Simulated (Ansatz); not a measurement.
# Si: the cost of one run

Computed with Ansatz 0.2.0 (DFT LDA, scalar-relativistic, plane waves, PAW, unless a step's input says otherwise).

## Step 1: The structure to begin with

It takes space group P6_3/mmc (No. 194, hexagonal). The conventional cell has a = 3.831 Å, b = 3.831 Å, c = 6.333 Å, α = 90.00°, β = 90.00°, γ = 120.00°. Si (site symmetry 3m) has 4 Si at 2.35 to 2.37 Å as nearest neighbours.

As a file:

```cif
data_structure
_symmetry_space_group_name_H-M 'P6_3/mmc'
_symmetry_Int_Tables_number 194
_cell_length_a 3.8313
_cell_length_b 3.8313
_cell_length_c 6.3326
_cell_angle_alpha 90.000
_cell_angle_beta 90.000
_cell_angle_gamma 120.000
_cell_volume 80.50
loop_
_atom_site_label
_atom_site_type_symbol
_atom_site_symmetry_multiplicity
_atom_site_Wyckoff_symbol
_atom_site_fract_x
_atom_site_fract_y
_atom_site_fract_z
_atom_site_occupancy
Si1 Si 4 f 0.33333 0.66667 0.06301 1
```

It goes back to an entry of the Materials Project, which need not be the stable form.

The cell is taken as given, not relaxed at this level.

## Step 2: Zero of energy

The reference gives a free energy of -2434.5425 eV, pressure -2.04 GPa, largest force 0.013 eV/Å and gap on the mesh 0.31 eV. It was computed beforehand with the settings of the runs below.

## Step 3: Next: biaxial against axial strain

The cell is strained by p along both x and y and by q along z, with fractional coordinates fixed.

## Step 4: Point p = -0.080, q = -0.080

Input file input.yaml:

```yaml
crystal:
  lattice:
    - [3.5248120637, 0.0, 0.0]
    - [-1.7624060319, 3.0525767907, 0.0]
    - [0.0, 0.0, 5.8260122402]
  atoms:
    - { symbol: Si, position: [0.3333333333, 0.6666666667, 0.0630095] }
    - { symbol: Si, position: [0.6666666667, 0.3333333333, 0.5630095] }
    - { symbol: Si, position: [0.3333333333, 0.6666666667, 0.4369905] }
    - { symbol: Si, position: [0.6666666667, 0.3333333333, 0.9369905] }
basis:
  ecutwfc: 420
kpoints:
  mp_grid: { grid: [12, 12, 6] }
hamiltonian:
  xc: lda
scf:
  occupations: { method: gaussian, width: 0.03 }
output:
  forces: true
  stress: true
  eigenvalues: true
```

Command:

```bash
$ ansatz run input.yaml --threads 1 --pin off --max-ram 2560MiB --backend cpu --events-out ev --progress --plain --runs-dir out
```

**Question.** How long does this run take on 1 thread of Intel Xeon at 2.50GHz (Skylake/Cascade Lake), shared host, and how much memory does it need?

About 6.7 s, with a peak of 0.34 GiB.
